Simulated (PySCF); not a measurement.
# Cl3Sn: levels of theory, part 2 of 3

The task, for Cl3Sn: compare levels of theory; the runs are relaxation and vibrations and intensities.

PySCF 2.14.0; relaxation, HF, def2-tzvpd, and further levels as typed in the inputs. Earlier steps stand in the parts before.

### 4 Relaxation: relaxation, pbe, def2-tzvpd

run.py reads:

```python
from pyscf import gto, dft
from pyscf.geomopt.geometric_solver import optimize
mol = gto.M(atom="mol.xyz", basis="def2-tzvpd", charge=-1, verbose=4)
mol.set(ecp='def2-tzvpd').build()
mf = dft.RKS(mol, xc="pbe").density_fit().run(conv_tol=1e-9)
m = optimize(mf, maxsteps=60)
print("optimised structure (A):")
for k in range(m.natm): print(m.atom_symbol(k), *(f"{x:.8f}" for x in m.atom_coords(unit="A")[k]))
```

Run with:

```sh
$ python run.py
```

Output:

```text
[INPUT] num. atoms = 4
[INPUT] num. electrons = 102
[INPUT] charge = -1
[INPUT] spin (= nelec alpha-beta = 2S) = 0
[INPUT] symmetry False subgroup None
[INPUT] Mole.unit = angstrom
[INPUT] Symbol           X                Y                Z      unit          X                Y                Z       unit  Magmom
[INPUT]  1 Sn     0.000000000000   0.000000000000   0.000000000000 AA    0.000000000000   0.000000000000   0.000000000000 Bohr   0.0
[INPUT]  2 Cl     2.100000000000   0.000000000000   1.400000000000 AA    3.968424861587   0.000000000000   2.645616574391 Bohr   0.0
[INPUT]  3 Cl    -1.050000000000   1.820000000000   1.400000000000 AA   -1.984212430793   3.439301546708   2.645616574391 Bohr   0.0
[INPUT]  4 Cl    -1.050000000000  -1.820000000000   1.400000000000 AA   -1.984212430793  -3.439301546708   2.645616574391 Bohr   0.0

nuclear repulsion = 660.605168775622
number of shells = 66
number of NR pGTOs = 313
number of NR cGTOs = 194
basis = def2-tzvpd
ecp = {}

WARN: ECP not specified. The basis set def2-tzvpd include an ECP. Recommended ECP: def2-TZVPD.

******** <class 'pyscf.df.df_jk.DFRKS'> ********
method = DFRKS
initial guess = minao
damping factor = 0
level_shift factor = 0
DIIS = <class 'pyscf.scf.diis.CDIIS'>
diis_start_cycle = 1
diis_space = 8
diis_damp = 0
SCF conv_tol = 1e-09
SCF conv_tol_grad = None
SCF max_cycles = 50
direct_scf = False
XC library pyscf.dft.libxc version 7.0.0
    S. Lehtola, C. Steigemann, M. J.T. Oliveira, and M. A.L. Marques.,  SoftwareX 7, 1–5 (2018)
XC functionals = pbe
    J. P. Perdew, K. Burke, and M. Ernzerhof.,  Phys. Rev. Lett. 77, 3865 (1996)
    J. P. Perdew, K. Burke, and M. Ernzerhof.,  Phys. Rev. Lett. 78, 1396 (1997)
    J. P. Perdew, K. Burke, and M. Ernzerhof.,  Phys. Rev. Lett. 77, 3865 (1996)
    J. P. Perdew, K. Burke, and M. Ernzerhof.,  Phys. Rev. Lett. 78, 1396 (1997)
radial grids:
    Treutler-Ahlrichs [JCP 102, 346 (1995); DOI:10.1063/1.469408] (M4) radial grids

becke partition: Becke, JCP 88, 2547 (1988); DOI:10.1063/1.454033
pruning grids: <function nwchem_prune at 0x7863b577db20>
grids dens level: 3
symmetrized grids: False
atomic radii adjust function: <function treutler_atomic_radii_adjust at 0x7863b577e840>
small_rho_cutoff = 0
Set gradient conv threshold to 3.16228e-05
Initial guess from minao.
tot grids = 78600
init E= -1557.84631890599
  HOMO = -0.570804208114506  LUMO = -0.510468943252536  gap/eV = 1.64181
cycle= 1 E= -1592.00923320728  delta_E= -34.2  |g|= 3.46  |ddm|= 30.8
  HOMO = 0.160933162089522  LUMO = 0.180061253916037  gap/eV = 0.52050
cycle= 2 E= -1533.44383628565  delta_E= 58.6  |g|= 8.12  |ddm|= 46.9
  HOMO = -0.301387289562763  LUMO = -0.255362619500168  gap/eV = 1.25240
cycle= 3 E= -1592.36271813276  delta_E= -58.9  |g|= 2.95  |ddm|= 46.7
  HOMO = -0.254011786338725  LUMO = -0.062211721374035  gap/eV = 5.21915
cycle= 4 E= -1594.03758815276  delta_E= -1.67  |g|=  1.7  |ddm|= 3.36
  HOMO = -0.0455198706345044  LUMO = 0.0908143457294914  gap/eV = 3.70984
cycle= 5 E= -1594.51628080024  delta_E= -0.479  |g|= 0.798  |ddm|=  3.2
  HOMO = -0.100962012009153  LUMO = 0.0591624169551545  gap/eV = 4.35721
cycle= 6 E= -1594.63414806232  delta_E= -0.118  |g|= 0.231  |ddm|= 0.771
  HOMO = -0.0893280396064124  LUMO = 0.067664931581893  gap/eV = 4.27200
cycle= 7 E= -1594.64235882452  delta_E= -0.00821  |g|= 0.186  |ddm|= 0.215
  HOMO = -0.0803625793840836  LUMO = 0.0784982184729029  gap/eV = 4.32282
cycle= 8 E= -1594.64926927684  delta_E= -0.00691  |g|= 0.0612  |ddm|= 0.214
  HOMO = -0.0769863673401747  LUMO = 0.0826853643598086  gap/eV = 4.34489
cycle= 9 E= -1594.6499508706  delta_E= -0.000682  |g|= 0.0165  |ddm|= 0.109
  HOMO = -0.0767045611692624  LUMO = 0.0824627455916079  gap/eV = 4.33116
cycle= 10 E= -1594.65001914465  delta_E= -6.83e-05  |g|= 0.00351  |ddm|= 0.0183
  HOMO = -0.0766354009731324  LUMO = 0.0825222982191659  gap/eV = 4.33090
cycle= 11 E= -1594.65002232089  delta_E= -3.18e-06  |g|= 0.00124  |ddm|= 0.00332
  HOMO = -0.0766452144041644  LUMO = 0.0825321006257954  gap/eV = 4.33144
cycle= 12 E= -1594.65002263137  delta_E= -3.1e-07  |g|= 0.000485  |ddm|= 0.00156
  HOMO = -0.0766456447187375  LUMO = 0.0825302258701373  gap/eV = 4.33140
cycle= 13 E= -1594.65002269685  delta_E= -6.55e-08  |g|= 5.48e-05  |ddm|= 0.000552
  HOMO = -0.0766401163799256  LUMO = 0.0825333923539491  gap/eV = 4.33133
cycle= 14 E= -1594.65002269761  delta_E= -7.6e-10  |g|= 1.79e-05  |ddm|= 9.37e-05
  HOMO = -0.0766430147070166  LUMO = 0.082532205527023  gap/eV = 4.33138
Extra cycle  E= -1594.65002269746  delta_E= 1.48e-10  |g|= 2.92e-05  |ddm|= 5.84e-05
converged SCF energy = -1594.65002269746
Create scanner for <class 'pyscf.df.grad.rks.Gradients'>
Create scanner for <class 'pyscf.df.df_jk.DFRKS'>

Geometry optimization cycle 1
Cartesian coordinates (Angstrom)
 Atom        New coordinates             dX        dY        dZ
  Sn   0.000000   0.000000   0.000000    0.000000  0.000000  0.000000
  Cl   2.100000   0.000000   1.400000    0.000000  0.000000 -0.000000
  Cl  -1.050000   1.820000   1.400000    0.000000  0.000000 -0.000000
  Cl  -1.050000  -1.820000   1.400000    0.000000  0.000000 -0.000000

WARN: Mole.unit (angstrom) is changed to Bohr

New geometry
   1 Sn     0.000000000000   0.000000000000   0.000000000000 AA    0.000000000000   0.000000000000   0.000000000000 Bohr
   2 Cl     2.100000000000   0.000000000000   1.400000000000 AA    3.968424861587   0.000000000000   2.645616574391 Bohr
   3 Cl    -1.050000000000   1.820000000000   1.400000000000 AA   -1.984212430793   3.439301546708   2.645616574391 Bohr
   4 Cl    -1.050000000000  -1.820000000000   1.400000000000 AA   -1.984212430793  -3.439301546708   2.645616574391 Bohr

******** <class 'pyscf.scf.hf.DFRKS_Scanner'> ********
method = DFRKS_Scanner
initial guess = minao
damping factor = 0
level_shift factor = 0
DIIS = <class 'pyscf.scf.diis.CDIIS'>
diis_start_cycle = 1
diis_space = 8
diis_damp = 0
SCF conv_tol = 1e-09
SCF conv_tol_grad = None
SCF max_cycles = 50
direct_scf = False
XC library pyscf.dft.libxc version 7.0.0
    S. Lehtola, C. Steigemann, M. J.T. Oliveira, and M. A.L. Marques.,  SoftwareX 7, 1–5 (2018)
XC functionals = pbe
    J. P. Perdew, K. Burke, and M. Ernzerhof.,  Phys. Rev. Lett. 77, 3865 (1996)
    J. P. Perdew, K. Burke, and M. Ernzerhof.,  Phys. Rev. Lett. 78, 1396 (1997)
    J. P. Perdew, K. Burke, and M. Ernzerhof.,  Phys. Rev. Lett. 77, 3865 (1996)
    J. P. Perdew, K. Burke, and M. Ernzerhof.,  Phys. Rev. Lett. 78, 1396 (1997)
radial grids:
    Treutler-Ahlrichs [JCP 102, 346 (1995); DOI:10.1063/1.469408] (M4) radial grids

becke partition: Becke, JCP 88, 2547 (1988); DOI:10.1063/1.454033
pruning grids: <function nwchem_prune at 0x7863b577db20>
grids dens level: 3
symmetrized grids: False
atomic radii adjust function: <function treutler_atomic_radii_adjust at 0x7863b577e840>
small_rho_cutoff = 0
Set gradient conv threshold to 3.16228e-05
tot grids = 78600
init E= -1594.65002269746
  HOMO = -0.0766408371305412  LUMO = 0.0825315056290973  gap/eV = 4.33130
cycle= 1 E= -1594.65002269682  delta_E= 6.47e-10  |g|= 5.51e-05  |ddm|= 8.47e-05
  HOMO = -0.0766429699929046  LUMO = 0.0825348629868985  gap/eV = 4.33145
cycle= 2 E= -1594.65002269409  delta_E= 2.73e-09  |g|= 0.00011  |ddm|= 0.000164
  HOMO = -0.0766422019228098  LUMO = 0.082532002702336  gap/eV = 4.33135
cycle= 3 E= -1594.65002269768  delta_E= -3.59e-09  |g|= 6.68e-06  |ddm|= 0.000111
  HOMO = -0.0766418784823982  LUMO = 0.0825323278992686  gap/eV = 4.33135
cycle= 4 E= -1594.6500226977  delta_E= -1.5e-11  |g|= 8.19e-07  |ddm|= 9.18e-06
  HOMO = -0.0766418838579458  LUMO = 0.0825323171456451  gap/eV = 4.33135
Extra cycle  E= -1594.65002269769  delta_E= 2.73e-12  |g|= 1.14e-06  |ddm|= 1.49e-06
converged SCF energy = -1594.65002269769

******** <class 'pyscf.grad.rhf.Gradients_Scanner'> for <class 'pyscf.scf.hf.DFRKS_Scanner'> ********
unit = Eh/Bohr
grid_response = False
--------------- DFRKS_Scanner gradients ---------------
         x                y                z
0 Sn     0.0000600291    -0.0000000000    -0.0168705684
[... 190 lines left out ...]
    J. P. Perdew, K. Burke, and M. Ernzerhof.,  Phys. Rev. Lett. 78, 1396 (1997)
radial grids:
    Treutler-Ahlrichs [JCP 102, 346 (1995); DOI:10.1063/1.469408] (M4) radial grids

becke partition: Becke, JCP 88, 2547 (1988); DOI:10.1063/1.454033
pruning grids: <function nwchem_prune at 0x7863b577db20>
grids dens level: 3
symmetrized grids: False
atomic radii adjust function: <function treutler_atomic_radii_adjust at 0x7863b577e840>
small_rho_cutoff = 0
Set gradient conv threshold to 3.16228e-05
tot grids = 78600
init E= -1594.65086724046
  HOMO = -0.0693666449766911  LUMO = 0.0870779575837332  gap/eV = 4.25707
cycle= 1 E= -1594.65267690583  delta_E= -0.00181  |g|= 0.00329  |ddm|= 0.013
  HOMO = -0.0689249763991627  LUMO = 0.0876027872029984  gap/eV = 4.25934
cycle= 2 E= -1594.65267280398  delta_E= 4.1e-06  |g|= 0.00544  |ddm|= 0.0111
  HOMO = -0.0690562516947107  LUMO = 0.087412641982095  gap/eV = 4.25774
cycle= 3 E= -1594.65267969443  delta_E= -6.89e-06  |g|= 0.000284  |ddm|= 0.00618
  HOMO = -0.0690527534363593  LUMO = 0.0874065525422829  gap/eV = 4.25747
cycle= 4 E= -1594.65267970553  delta_E= -1.11e-08  |g|= 0.000121  |ddm|= 0.000336
  HOMO = -0.0690539408827135  LUMO = 0.0874080261217505  gap/eV = 4.25755
cycle= 5 E= -1594.65267970985  delta_E= -4.33e-09  |g|= 3.54e-05  |ddm|= 0.000158
  HOMO = -0.0690567936372539  LUMO = 0.0874055211907745  gap/eV = 4.25756
cycle= 6 E= -1594.65267971022  delta_E= -3.63e-10  |g|= 2.97e-06  |ddm|= 4.54e-05
  HOMO = -0.0690565085382194  LUMO = 0.0874057273982155  gap/eV = 4.25755
Extra cycle  E= -1594.65267971021  delta_E= 2.73e-12  |g|= 3.71e-06  |ddm|= 7.39e-06
converged SCF energy = -1594.65267971021

******** <class 'pyscf.grad.rhf.Gradients_Scanner'> for <class 'pyscf.scf.hf.DFRKS_Scanner'> ********
unit = Eh/Bohr
grid_response = False
--------------- DFRKS_Scanner gradients ---------------
         x                y                z
0 Sn     0.0000771075     0.0000000000     0.0001593461
1 Cl    -0.0000038045     0.0000000000     0.0000332368
2 Cl     0.0001167407    -0.0000630363    -0.0000185278
3 Cl     0.0001167407     0.0000630363    -0.0000185278
----------------------------------------------
cycle 4: E = -1594.65267971  dE = -7.58272e-06  norm(grad) = 0.000261431

Geometry optimization cycle 5
Cartesian coordinates (Angstrom)
 Atom        New coordinates             dX        dY        dZ
  Sn  -0.012800   0.000000   0.130031   -0.005564  0.000000 -0.002123
  Cl   2.180970  -0.000000   1.343961   -0.003000 -0.000000 -0.004085
  Cl  -1.108700   1.896167   1.350838   -0.006186  0.001493 -0.002224
  Cl  -1.108700  -1.896167   1.350838   -0.006186 -0.001493 -0.002224
New geometry
   1 Sn    -0.012799900733   0.000000000002   0.130030883939 AA   -0.024188306808   0.000000000004   0.245722758379 Bohr
   2 Cl     2.180970290168  -0.000000000006   1.343960997880 AA    4.121436534231  -0.000000000012   2.539718208090 Bohr
   3 Cl    -1.108700191672   1.896166759153   1.350837511648 AA   -2.095139716513   3.583235861304   2.552712935803 Bohr
   4 Cl    -1.108700191687  -1.896166759144   1.350837511642 AA   -2.095139716542  -3.583235861286   2.552712935793 Bohr

******** <class 'pyscf.scf.hf.DFRKS_Scanner'> ********
method = DFRKS_Scanner
initial guess = minao
damping factor = 0
level_shift factor = 0
DIIS = <class 'pyscf.scf.diis.CDIIS'>
diis_start_cycle = 1
diis_space = 8
diis_damp = 0
SCF conv_tol = 1e-09
SCF conv_tol_grad = None
SCF max_cycles = 50
direct_scf = False
XC library pyscf.dft.libxc version 7.0.0
    S. Lehtola, C. Steigemann, M. J.T. Oliveira, and M. A.L. Marques.,  SoftwareX 7, 1–5 (2018)
XC functionals = pbe
    J. P. Perdew, K. Burke, and M. Ernzerhof.,  Phys. Rev. Lett. 77, 3865 (1996)
    J. P. Perdew, K. Burke, and M. Ernzerhof.,  Phys. Rev. Lett. 78, 1396 (1997)
    J. P. Perdew, K. Burke, and M. Ernzerhof.,  Phys. Rev. Lett. 77, 3865 (1996)
    J. P. Perdew, K. Burke, and M. Ernzerhof.,  Phys. Rev. Lett. 78, 1396 (1997)
radial grids:
    Treutler-Ahlrichs [JCP 102, 346 (1995); DOI:10.1063/1.469408] (M4) radial grids

becke partition: Becke, JCP 88, 2547 (1988); DOI:10.1063/1.454033
pruning grids: <function nwchem_prune at 0x7863b577db20>
grids dens level: 3
symmetrized grids: False
atomic radii adjust function: <function treutler_atomic_radii_adjust at 0x7863b577e840>
small_rho_cutoff = 0
Set gradient conv threshold to 3.16228e-05
tot grids = 78600
init E= -1594.6519647724
  HOMO = -0.0693174110084231  LUMO = 0.0869699315773958  gap/eV = 4.25280
cycle= 1 E= -1594.6526793178  delta_E= -0.000715  |g|= 0.00134  |ddm|= 0.00533
  HOMO = -0.0691405841839962  LUMO = 0.0871804689284224  gap/eV = 4.25371
cycle= 2 E= -1594.65267863398  delta_E= 6.84e-07  |g|= 0.00221  |ddm|= 0.00451
  HOMO = -0.0691932652968596  LUMO = 0.0871037735643436  gap/eV = 4.25306
cycle= 3 E= -1594.65267977697  delta_E= -1.14e-06  |g|= 0.000122  |ddm|= 0.00251
  HOMO = -0.0691921061654657  LUMO = 0.0871011753727471  gap/eV = 4.25296
cycle= 4 E= -1594.65267977905  delta_E= -2.08e-09  |g|= 5.62e-05  |ddm|= 0.000153
  HOMO = -0.0691924289322986  LUMO = 0.0871017827164352  gap/eV = 4.25298
cycle= 5 E= -1594.65267977999  delta_E= -9.4e-10  |g|= 1.35e-05  |ddm|= 7.16e-05
  HOMO = -0.0691946871471361  LUMO = 0.0870996100343873  gap/eV = 4.25298
Extra cycle  E= -1594.65267977988  delta_E= 1.03e-10  |g|= 2.38e-05  |ddm|= 4.28e-05
converged SCF energy = -1594.65267977988

******** <class 'pyscf.grad.rhf.Gradients_Scanner'> for <class 'pyscf.scf.hf.DFRKS_Scanner'> ********
unit = Eh/Bohr
grid_response = False
--------------- DFRKS_Scanner gradients ---------------
         x                y                z
0 Sn     0.0000926279    -0.0000000000    -0.0000702383
1 Cl     0.0001747259     0.0000000000     0.0001016033
2 Cl     0.0000211336     0.0000917300     0.0000607135
3 Cl     0.0000211336    -0.0000917300     0.0000607135
----------------------------------------------
cycle 5: E = -1594.65267978  dE = -6.96691e-08  norm(grad) = 0.000281886

Geometry optimization cycle 6
Cartesian coordinates (Angstrom)
 Atom        New coordinates             dX        dY        dZ
  Sn  -0.021330   0.000000   0.126217   -0.008530  0.000000 -0.003814
  Cl   2.174347  -0.000000   1.338093   -0.006623  0.000000 -0.005868
  Cl  -1.117062   1.896782   1.347673   -0.008362  0.000616 -0.003165
  Cl  -1.117062  -1.896782   1.347673   -0.008362 -0.000616 -0.003165
New geometry
   1 Sn    -0.021329905796   0.000000000005   0.126216898352 AA   -0.040307680218   0.000000000010   0.238515370176 Bohr
   2 Cl     2.174347257736  -0.000000000006   1.338092788830 AA    4.108920816820  -0.000000000012   2.528628900144 Bohr
   3 Cl    -1.117061934501   1.896782308620   1.347672821985 AA   -2.110941120384   3.584399081212   2.546732539071 Bohr
   4 Cl    -1.117061934514  -1.896782308604   1.347672821979 AA   -2.110941120408  -3.584399081181   2.546732539060 Bohr

******** <class 'pyscf.scf.hf.DFRKS_Scanner'> ********
method = DFRKS_Scanner
initial guess = minao
damping factor = 0
level_shift factor = 0
DIIS = <class 'pyscf.scf.diis.CDIIS'>
diis_start_cycle = 1
diis_space = 8
diis_damp = 0
SCF conv_tol = 1e-09
SCF conv_tol_grad = None
SCF max_cycles = 50
direct_scf = False
XC library pyscf.dft.libxc version 7.0.0
    S. Lehtola, C. Steigemann, M. J.T. Oliveira, and M. A.L. Marques.,  SoftwareX 7, 1–5 (2018)
XC functionals = pbe
    J. P. Perdew, K. Burke, and M. Ernzerhof.,  Phys. Rev. Lett. 77, 3865 (1996)
    J. P. Perdew, K. Burke, and M. Ernzerhof.,  Phys. Rev. Lett. 78, 1396 (1997)
    J. P. Perdew, K. Burke, and M. Ernzerhof.,  Phys. Rev. Lett. 77, 3865 (1996)
    J. P. Perdew, K. Burke, and M. Ernzerhof.,  Phys. Rev. Lett. 78, 1396 (1997)
radial grids:
    Treutler-Ahlrichs [JCP 102, 346 (1995); DOI:10.1063/1.469408] (M4) radial grids

becke partition: Becke, JCP 88, 2547 (1988); DOI:10.1063/1.454033
pruning grids: <function nwchem_prune at 0x7863b577db20>
grids dens level: 3
symmetrized grids: False
atomic radii adjust function: <function treutler_atomic_radii_adjust at 0x7863b577e840>
small_rho_cutoff = 0
Set gradient conv threshold to 3.16228e-05
tot grids = 78600
init E= -1594.65230256403
  HOMO = -0.0693342125740082  LUMO = 0.0868786030515516  gap/eV = 4.25077
cycle= 1 E= -1594.65267898702  delta_E= -0.000376  |g|= 0.000728  |ddm|= 0.003
  HOMO = -0.0692437839327438  LUMO = 0.0869843356730945  gap/eV = 4.25118
cycle= 2 E= -1594.65267877075  delta_E= 2.16e-07  |g|= 0.00122  |ddm|= 0.00246
  HOMO = -0.0692688571341761  LUMO = 0.0869486910821546  gap/eV = 4.25090
cycle= 3 E= -1594.65267912131  delta_E= -3.51e-07  |g|= 9.62e-05  |ddm|= 0.0014
  HOMO = -0.0692690300788968  LUMO = 0.0869464237113995  gap/eV = 4.25084
cycle= 4 E= -1594.65267912304  delta_E= -1.72e-09  |g|= 3.84e-05  |ddm|= 0.000122
  HOMO = -0.0692687483912103  LUMO = 0.0869470234322161  gap/eV = 4.25085
cycle= 5 E= -1594.65267912347  delta_E= -4.36e-10  |g|= 7.43e-06  |ddm|= 4.77e-05
  HOMO = -0.0692700065832337  LUMO = 0.0869458640336394  gap/eV = 4.25085
Extra cycle  E= -1594.65267912345  delta_E= 2.57e-11  |g|= 1.19e-05  |ddm|= 2.26e-05
converged SCF energy = -1594.65267912345

******** <class 'pyscf.grad.rhf.Gradients_Scanner'> for <class 'pyscf.scf.hf.DFRKS_Scanner'> ********
unit = Eh/Bohr
grid_response = False
--------------- DFRKS_Scanner gradients ---------------
         x                y                z
0 Sn     0.0001042922    -0.0000000000    -0.0001993206
1 Cl     0.0002698509    -0.0000000000     0.0001379537
2 Cl    -0.0000304882     0.0001698415     0.0001058764
3 Cl    -0.0000304882    -0.0001698415     0.0001058764
----------------------------------------------
cycle 6: E = -1594.65267912  dE = 6.56434e-07  norm(grad) = 0.000473738
optimised structure (A):
Sn -0.02132991 0.00000000 0.12621690
Cl 2.17434726 -0.00000000 1.33809279
Cl -1.11706193 1.89678231 1.34767282
Cl -1.11706193 -1.89678231 1.34767282
```

Run time: 38 s. Hardware: 4 threads of Intel Xeon 6975P-C (Granite Rapids), shared host.

[end of part 2 of 3]
